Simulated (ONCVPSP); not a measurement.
# F: the cost of one run

Program: ONCVPSP 4.0.1.1 (patched build). Reference atom: PBEsol, scalar-relativistic, spherical and spin-unpolarised. All values are calculated.

## (1) Starting point

The settings as typed:

* element: fluorine (F, Z = 9)
* type: optimised norm-conserving Vanderbilt (ONCV)
* frozen core: [He]
* valence charge: 7
* reference configuration: 2s2 2p5
* partial waves: 2s: rc 0.55 bohr, ncon 3, nbas 8, qcut 13.3 1/bohr, 1 projector; 2p: rc 0.85 bohr, ncon 3, nbas 6, qcut 8.3 1/bohr, 2 projectors, debl 1.9 Ha; d scattering state at 0.15 Ha: rc 0.70 bohr, ncon 4, nbas 7, qcut 15.5 1/bohr, 2 projectors, debl 1.6 Ha
* local potential: polynomial inside 0.40 bohr (lpopt 5, dvloc0 1 Ha)
* core correction: not asked for

The outer shells as boxes (Hund's rule for the drawing; the calculation is spin-unpolarised):

```
[He] core
2s [↑↓]
2p [↑↓][↑↓][↑ ]
```

The nodes and maxima of the atom's own shells, from an earlier all-electron run, set the scale for the radii.

All-electron outer shells of the reference configuration (PBEsol, scalar-relativistic, ld1.x):

```tsv
shell	level (eV)	outermost node (bohr)	outermost maximum (bohr)
1s	-661.16	–	0.11
2s	-29.72	0.24	0.76
2p	-11.05	–	0.71
```

## (2) The generation run

F.dat

```
# ATOM AND REFERENCE CONFIGURATION
# atsym  z   nc   nv     iexc    psfile
  F 9.00    1    2  -116133      upf
#
#   n    l    f
    1    0    2.00
    2    0    2.00
    2    1    5.00
#
# PSEUDOPOTENTIAL AND OPTIMIZATION
# lmax
    2
#
#   l,   rc,      ep,       ncon, nbas, qcut
    0    0.55    0.00    3    8   13.30
    1    0.85    0.00    3    6    8.30
    2    0.70    0.15    4    7   15.50
#
# LOCAL POTENTIAL
# lloc, lpopt,  rc(5),   dvloc0
    4    5    0.40    1.00
#
# VANDERBILT-KLEINMAN-BYLANDER PROJECTORs
# l, nproj, debl
    0    1    2.10
    1    2    1.90
    2    2    1.60
#
# MODEL CORE CHARGE
# icmod, fcfact, rcfact
    0    0.00    0.00
#
# LOG DERIVATIVE ANALYSIS
# epsh1, epsh2, depsh
   -3.00    5.00    0.02
#
# OUTPUT GRID
# rlmax, drl
    6.00    0.01
#
# TEST CONFIGURATIONS
# ncnf
    4
# nvcnf
#   n    l    f
    2
    2    0    2.00
    2    1    4.00
#
    2
    2    0    2.00
    2    1    3.00
#
    2
    2    0    2.00
    2    1    2.00
#
    2
    2    0    1.00
    2    1    5.00
#
```

Command:

```
oncvpsp.x < F.dat > F.out
```

**Question.** How long does this run take on 1 thread of Neoverse-N1, shared host?

About 4.3 s.
